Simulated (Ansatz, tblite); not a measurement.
# The cluster Al7F6: a ladder of methods and basis sets

Aim: run the doublet of the cluster Al7F6 at one geometry on many levels, and compare frontier levels, spin and run time.

Computed with Ansatz 0.2.0, Gaussian basis. Level: as each input shows.

Levels to be run: GFN1-xTB, GFN2-xTB, PBE-D4/def2-SVP, r2SCAN-D4/def2-SVP, B97M-V/def2-SVP, LDA/def2-SVP, HF/STO-3G, HF/6-31G, B3LYP-D4/6-31G, MP2/def2-SVP, RPA/def2-SVP.

15 further runs of the same task are left out: 4 that didn't finish, 11 set aside as unsound or not needed.

## Step 1: The relaxed structure

The doublet was relaxed beforehand with PBE-D4/def2-SVP. At that level it is the lowest of the isomers that a small search found.

13 atoms, charge 0, spin multiplicity 2.

Bond lengths: Al1–Al2 2.734 Å, Al1–Al4 2.739 Å, Al1–F8 1.891 Å, Al2–F9 1.851 Å, Al3–F10 1.987 Å, Al3–F11 2.047 Å, Al4–Al6 2.739 Å, Al4–F11 1.807 Å, Al4–F12 1.807 Å, Al4–F13 1.919 Å, Al5–Al6 2.733 Å, Al5–F10 1.851 Å, Al6–F8 1.891 Å, Al7–F9 1.987 Å, Al7–F12 2.048 Å. Angles: Al2–Al1–Al4 73.5°, Al2–Al1–F8 101.1°, Al4–Al1–F8 97.2°, Al1–Al2–F9 96.5°, F10–Al3–F11 89.0°, Al1–Al4–Al6 64.4°, Al1–Al4–F11 152.5°, Al1–Al4–F12 91.6°, Al1–Al4–F13 120.5°, Al6–Al4–F11 91.6°, Al6–Al4–F12 152.6°, Al6–Al4–F13 120.4°, F11–Al4–F12 107.6°, F11–Al4–F13 82.3°, F12–Al4–F13 82.3°, Al6–Al5–F10 96.5°, Al4–Al6–Al5 73.6°, Al4–Al6–F8 97.2° and more.

PBE0-D4/def2-SVP was run before; its log isn't repeated, and its numbers join the tables.

## Step 2: GFN1-xTB

Tight binding, by tblite at 300 K electronic temperature and without a spin-polarisation term:

```python
tblite.interface.Calculator('GFN1-xTB', numbers, positions, charge=0, uhf=1).singlepoint()
```

Energy -1103.1398 eV; 0.017 s.

## Step 3: GFN2-xTB

Tight binding, by tblite at 300 K electronic temperature and without a spin-polarisation term:

```python
tblite.interface.Calculator('GFN2-xTB', numbers, positions, charge=0, uhf=1).singlepoint()
```

Energy -983.1806 eV; 0.031 s.

## Step 4: PBE-D4/def2-SVP

start.molden holds the orbitals of an earlier run on this state, given as this run's starting guess.

in.yaml

```yaml
crystal:
  periodic: [false, false, false]
  atoms:
    - {symbol: Al, position_ang: [-1.651482, 2.122893, -0.347399]}
    - {symbol: Al, position_ang: [-1.273708, 0.068276, -2.110559]}
    - {symbol: Al, position_ang: [2.146183, -1.878992, 1.138204]}
    - {symbol: Al, position_ang: [-0.159641, 0.237358, 0.964769]}
    - {symbol: Al, position_ang: [1.759224, 0.375757, -1.688142]}
    - {symbol: Al, position_ang: [1.224740, 2.416470, 0.050197]}
    - {symbol: Al, position_ang: [-1.953282, -2.301403, 0.562608]}
    - {symbol: F, position_ang: [-0.223065, 3.271149, -0.814466]}
    - {symbol: F, position_ang: [-2.122916, -1.231183, -1.102748]}
    - {symbol: F, position_ang: [2.545096, -0.752352, -0.449334]}
    - {symbol: F, position_ang: [1.226403, -0.269190, 2.006935]}
    - {symbol: F, position_ang: [-1.645828, -0.565961, 1.604789]}
    - {symbol: F, position_ang: [0.128286, -1.492812, 0.185135]}
basis:
  gaussian: {orbitals: def2-SVP, initial_orbitals: start.molden}
magnetization: {spin_polarized: true, initial_magnetization: 1}
hamiltonian: {xc: pbe, dispersion: d4}
scf: {omitted_lower_state_checks: [starts]}
output: {orbitals: {seedname: orbitals}}
```

On the command line:

```sh
ansatz run in.yaml --threads 4 --pin off --events-out ev --progress --plain --max-ram 6963MiB
```

After this run come: r2SCAN-D4/def2-SVP; B97M-V/def2-SVP; LDA/def2-SVP; HF/STO-3G; HF/6-31G; B3LYP-D4/6-31G; MP2/def2-SVP; RPA/def2-SVP.

Before running them: what should the planned runs give, taken together? Wanted: gap in def2-SVP, named functionals, smallest and largest; correlation energy, MP2/def2-SVP; binding an atom, functionals in def2-SVP; ⟨S²⟩ in def2-SVP, named functionals, smallest and largest.

The runs gave:

```
                                                 quantity                             value
 gap in def2-SVP, named functionals, smallest and largest  0.33 eV (LDA), 1.75 eV (PBE0-D4)
                         correlation energy, MP2/def2-SVP                         -40.74 eV
                 binding an atom, functionals in def2-SVP   3.66 (PBE0-D4) to 4.36 eV (LDA)
⟨S²⟩ in def2-SVP, named functionals, smallest and largest                      0.752, 0.765
```

Over the named functionals in def2-SVP the gap runs from 0.33 eV (LDA) to 1.75 eV (PBE0-D4); exact exchange widens it. Over the named functionals in def2-SVP spin contamination reaches 0.01 (r2SCAN-D4), which is small.
